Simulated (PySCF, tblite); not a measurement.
# C₅H₅Cl₂F: infrared bands and NMR shifts

Wanted: the infrared bands and NMR shifts of C₅H₅Cl₂F (`F/C=C/C(=C/Cl)CCl`), by calculation.

Computed with tblite 0.8.0 and PySCF 2.14.0, with density-fitted response routines of our own, on a single molecule in the gas phase. Atoms are numbered from 0 throughout.

## Step 1: Starting geometry

13 atoms, charge 0, multiplicity 1; geometry from: GFN2-xTB.

Bonds of the start (Å): F0–C1 1.34, C1–C2 1.33, C2–C3 1.45, C3–C4 1.34, C4–Cl5 1.71, C3–C6 1.49, C6–Cl7 1.80, C1–H8 1.08, C2–H9 1.08, C4–H10 1.08, C6–H11 1.09, C6–H12 1.09.

## Step 2: Infrared spectrum with GFN2-xTB

The job: settings as JSON, then the geometry in Å.

```
{"job": {"kind": "ir", "xc": "GFN2-xTB", "basis": "xTB"}, "charge": 0, "multiplicity": 1}
F      2.436686    -2.154935    -0.003690
C      1.283766    -1.505501     0.199527
C      1.097346    -0.287093    -0.297243
C     -0.106991     0.504640    -0.134557
C     -0.197672     1.678127    -0.776243
Cl    -1.546911     2.725152    -0.697422
C     -1.213387    -0.018800     0.723029
Cl    -2.019577    -1.401539    -0.092824
H      0.589355    -2.094737     0.777660
H      1.893744     0.155991    -0.877746
H      0.600098     2.051923    -1.399288
H     -1.979781     0.736955     0.884312
H     -0.841065    -0.389697     1.676758
```

**Question.** This job is followed by: GIAO PBE0/pcSseg-1 NMR shielding, non-relativistic, gas phase. What will the session give for the following? strongest single infrared mode (GFN2-xTB); zero-point energy (GFN2-xTB); 13C shifts against TMS (PBE0/pcSseg-1); 1H shifts against TMS (PBE0/pcSseg-1, means over atoms taken as alike); 19F shifts against CFCl3 (PBE0/pcSseg-1); 35Cl shifts against HCl (PBE0/pcSseg-1).

**Answer**, as computed:

```
                                                              quantity                                 value
                             strongest single infrared mode (GFN2-xTB)                 1110 cm⁻¹, 146 km/mol
                                          zero-point energy (GFN2-xTB)                         53.3 kcal/mol
                                13C shifts against TMS (PBE0/pcSseg-1)  164.2, 141.6, 133.1, 116.5, 43.3 ppm
1H shifts against TMS (PBE0/pcSseg-1, means over atoms taken as alike)            7.50, 6.20, 6.10, 4.47 ppm
                              19F shifts against CFCl3 (PBE0/pcSseg-1)                            -120.0 ppm
                               35Cl shifts against HCl (PBE0/pcSseg-1)                          200, 124 ppm
```

**Reading.** No mode is imaginary among the 33: a minimum at this level. The strongest single mode, at 1110 cm⁻¹, is spread over many atoms; the largest shares are those of C1, F0. Unscaled tight-binding wavenumbers are off by several per cent, some by more. Its intensities can rank the bands wrongly. At PBE0/pcSseg-1: The largest span, 461 ppm, is at Cl7, where the paramagnetic term is -320 ppm.
